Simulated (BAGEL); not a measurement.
# SiHClOF (SMILES O[Si](F)Cl): ROHF/6-31G(d) (density fitting with qzvpp-jkfit, spherical functions)

Aim: the energy change on altering one bond length of SiHClOF at ROHF/6-31G* (density fitting with qzvpp-jkfit, spherical functions), from 2 runs. 

Program for the calculation: BAGEL 1.2.2.

### 1 The system as given

SiHClOF has 5 atoms, charge 0, and is taken as a doublet. As SMILES, `O[Si](F)Cl`. Geometry: relaxed at PBE0-D4/def2-TZVP. This is one conformer, not always the lowest.

Bond lengths: O1–Si2 1.630 Å, Si2–F3 1.596 Å, Si2–Cl4 2.040 Å, O1–H5 0.960 Å. Angles: O1–Si2–F3 109.7°, O1–Si2–Cl4 106.8°, F3–Si2–Cl4 108.8°, Si2–O1–H5 117.9°.

### 2 The energy at ROHF/6-31G(d) (density fitting with qzvpp-jkfit, spherical functions)

job.json reads:

```json
{ "bagel": [

{
  "title": "molecule",
  "basis": "6-31gs.json",
  "df_basis": "qzvpp-jkfit",
  "angstrom": true,
  "geometry": [
    { "atom": "O", "xyz": [      -0.003500,       1.141300,      -0.013500 ] },
    { "atom": "Si", "xyz": [       0.078300,      -0.426700,       0.425700 ] },
    { "atom": "F", "xyz": [       0.979500,      -1.232100,      -0.616800 ] },
    { "atom": "Cl", "xyz": [      -1.825100,      -1.157700,       0.353200 ] },
    { "atom": "H", "xyz": [       0.820600,       1.601600,      -0.189800 ] }
  ]
},

{
  "title": "rohf",
  "nopen": 1
},

{
  "title": "print",
  "file": "orbitals.molden",
  "orbitals": true
}

]}
```

The basis set 6-31G* is read from a file made from the Basis Set Exchange's data (not shown).

Run with:

```sh
BAGEL_NUM_THREADS=1 BAGEL job.json > job.out
```

The program printed:

```text
* using 1 threads per process

  ===============================================================
  ===============================================================

  *** Geometry ***

  { "atom" : "O", "xyz" : [     -0.006614,      2.156744,     -0.025511 ] },
  { "atom" : "Si", "xyz" : [      0.147966,     -0.806346,      0.804456 ] },
  { "atom" : "F", "xyz" : [      1.850987,     -2.328332,     -1.165583 ] },
  { "atom" : "Cl", "xyz" : [     -3.448939,     -2.187736,      0.667451 ] },
  { "atom" : "H", "xyz" : [      1.550709,      3.026585,     -0.358670 ] },

  Number of auxiliary basis functions:      428

  Since a DF basis is specified, we compute 2- and 3-index integrals:
    o Being stored without compression. Storage requirement is 0.015 GB

  Number of basis functions:       66
  Number of electrons      :       49

    * METHOD: MOLECULE                             0.14

  *** Open-shell HF ***

  === Nuclear Repulsion ===
   217.6112504745

      * DIIS with orbital gradients will be used.

  === ROHF iteration (6-31gs.json) ===
      0       -923.13239466          0.05192422           0.07
      1       -923.29191996          0.03443665           0.07
      2       -923.35208185          0.02169001           0.07
      3       -923.39014820          0.00115073           0.07
      4       -923.39078260          0.00051265           0.07
      5       -923.39094963          0.00015538           0.07
      6       -923.39098690          0.00005992           0.08
      7       -923.39099902          0.00002091           0.08
      8       -923.39100151          0.00000372           0.07
      9       -923.39100287          0.00000135           0.07
     10       -923.39100298          0.00000063           0.07
     11       -923.39100300          0.00000019           0.07
     12       -923.39100301          0.00000008           0.07
     13       -923.39100302          0.00000003           0.07
     14       -923.39100302          0.00000002           0.07
     15       -923.39100302          0.00000001           0.07
    * SCF iteration converged.

    * S^2 (ROHF) is 0.7500

    * Permanent dipole moment:
           (   -0.942081,    -0.555781,    -0.377385) a.u.

    * METHOD: ROHF                                 1.30

    * METHOD: PRINT                                0.01

  ===============================================================
```

Wall time 1.6 s (1 thread of Arm Neoverse V2, shared host); peak memory 0.087 GiB.

### 3 The distorted shape, same level

job.json reads:

```json
{ "bagel": [

{
  "title": "molecule",
  "basis": "6-31gs.json",
  "df_basis": "qzvpp-jkfit",
  "angstrom": true,
  "geometry": [
    { "atom": "O", "xyz": [   -0.028039,    1.611678,   -0.145254 ] },
    { "atom": "Si", "xyz": [    0.078300,   -0.426700,    0.425700 ] },
    { "atom": "F", "xyz": [    0.979500,   -1.232100,   -0.616800 ] },
    { "atom": "Cl", "xyz": [   -1.825100,   -1.157700,    0.353200 ] },
    { "atom": "H", "xyz": [    0.796061,    2.071978,   -0.321554 ] }
  ]
},
{
  "title": "rohf",
  "nopen": 1
},
{
  "title": "print",
  "file": "orbitals.molden",
  "orbitals": true
}

]}
```

The basis set 6-31G* is read from a file made from the Basis Set Exchange's data (not shown).

Run with:

```sh
BAGEL_NUM_THREADS=1 BAGEL job.json > job.out
```

The program printed:

```text
* using 1 threads per process

  ===============================================================
  ===============================================================

  *** Geometry ***

  { "atom" : "O", "xyz" : [     -0.052986,      3.045630,     -0.274490 ] },
  { "atom" : "Si", "xyz" : [      0.147966,     -0.806346,      0.804456 ] },
  { "atom" : "F", "xyz" : [      1.850987,     -2.328332,     -1.165583 ] },
  { "atom" : "Cl", "xyz" : [     -3.448939,     -2.187736,      0.667451 ] },
  { "atom" : "H", "xyz" : [      1.504337,      3.915471,     -0.607649 ] },

  Number of auxiliary basis functions:      428

  Since a DF basis is specified, we compute 2- and 3-index integrals:
    o Being stored without compression. Storage requirement is 0.015 GB

  Number of basis functions:       66
  Number of electrons      :       49

    * METHOD: MOLECULE                             0.14

  *** Open-shell HF ***

  === Nuclear Repulsion ===
   203.4896019061

      * DIIS with orbital gradients will be used.

  === ROHF iteration (6-31gs.json) ===
      0       -922.96884552          0.05796182           0.07
      1       -923.09638672          0.04889152           0.07
      2       -923.18830132          0.03737896           0.07
      3       -923.31216992          0.00218251           0.07
      4       -923.31353234          0.00129894           0.07
      5       -923.31436357          0.00057695           0.07
      6       -923.31469931          0.00026806           0.07
      7       -923.31482527          0.00012010           0.07
      8       -923.31486990          0.00004932           0.07
      9       -923.31488572          0.00002610           0.07
     10       -923.31488885          0.00000916           0.08
     11       -923.31488986          0.00000323           0.07
     12       -923.31489014          0.00000172           0.07
     13       -923.31489018          0.00000088           0.08
     14       -923.31489022          0.00000042           0.07
     15       -923.31489024          0.00000018           0.07
     16       -923.31489026          0.00000009           0.07
     17       -923.31489027          0.00000006           0.07
     18       -923.31489027          0.00000002           0.07
     19       -923.31489027          0.00000001           0.07
    * SCF iteration converged.

    * S^2 (ROHF) is 0.7500

    * Permanent dipole moment:
           (   -0.800916,     0.328000,    -0.599701) a.u.

    * METHOD: ROHF                                 1.54

    * METHOD: PRINT                                0.01

  ===============================================================
```

Wall time 1.9 s (1 thread of Arm Neoverse V2, shared host); peak memory 0.088 GiB.

### 4 Results

At ROHF/6-31G* (density fitting with qzvpp-jkfit, spherical functions):

| quantity | value |
| --- | --- |
| first shape: total energy | -923.39100 Eh |
| first shape: dipole moment | 2.94 D |
| first shape: ⟨S²⟩ | 0.750 |
| distorted shape: total energy | -923.31489 Eh |
| distorted shape: dipole moment | 2.68 D |
| distorted shape: ⟨S²⟩ | 0.750 |
| energy change with the O1–Si2 bond stretched from 1.630 to 2.120 Å | 2.071 eV |

**Reading.** With the O1–Si2 bond stretched from 1.630 to 2.120 Å the energy rises by 2.07 eV (200 kJ/mol). The first shape isn't relaxed at this level, so the change isn't measured from a minimum.
